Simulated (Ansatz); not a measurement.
# GeW: the cost of one run

Method: DFT PBE, scalar-relativistic, plane waves, PAW, in Ansatz 0.2.0.

## (1) Starting point

The structure is cubic, space group Pm-3m (No. 221). The conventional cell has a = 3.260 Å, b = 3.260 Å, c = 3.260 Å, α = 90.00°, β = 90.00°, γ = 90.00°. Ge (site symmetry m-3m) has 8 W at 2.82 Å as nearest neighbours. Around W (site symmetry m-3m) lie 8 Ge at 2.82 Å.

As a file:

```cif
data_structure
_symmetry_space_group_name_H-M 'Pm-3m'
_symmetry_Int_Tables_number 221
_cell_length_a 3.2605
_cell_length_b 3.2605
_cell_length_c 3.2605
_cell_angle_alpha 90.000
_cell_angle_beta 90.000
_cell_angle_gamma 90.000
_cell_volume 34.66
loop_
_atom_site_label
_atom_site_type_symbol
_atom_site_symmetry_multiplicity
_atom_site_Wyckoff_symbol
_atom_site_fract_x
_atom_site_fract_y
_atom_site_fract_z
_atom_site_occupancy
Ge1 Ge 1 a 0.00000 0.00000 0.00000 1
W1 W 1 b 0.50000 0.50000 0.50000 1
```

This is candidate A: caesium chloride type (Pm-3m, No. 221).

(A quick probe on a coarse mesh, which set the mesh and smearing, is not shown.)

## (3) Coarse relaxation (candidate A)

input.yaml reads:

```yaml
crystal:
  lattice:
    - [3.2604879965, 0.0, 0.0]
    - [0.0, 3.2604879965, 0.0]
    - [0.0, 0.0, 3.2604879965]
  atoms:
    - { symbol: Ge, position: [0.0, 0.0, 0.0] }
    - { symbol: W, position: [0.5, 0.5, 0.5] }
basis:
  ecutwfc: 420
kpoints:
  mp_grid: { grid: [6, 6, 6] }
hamiltonian:
  xc: pbe
scf:
  occupations: { method: gaussian, width: 0.1 }
  lower_state_search: "off"
output:
  forces: true
  stress: true
  eigenvalues: true
relax:
  adjacent_minimum: "off"
  f_tol: 0.04
  max_steps: 70
  cell: { stress_tol: 0.4 }
```

Run with:

```bash
ansatz run input.yaml --threads 1 --pin off --max-ram 2560MiB --backend cpu --events-out ev --progress --plain --runs-dir out
```

Q: Estimate wall time and peak memory on 1 thread of Arm Neoverse N1, shared host.

About 8.6 s, with a peak of 0.29 GiB.
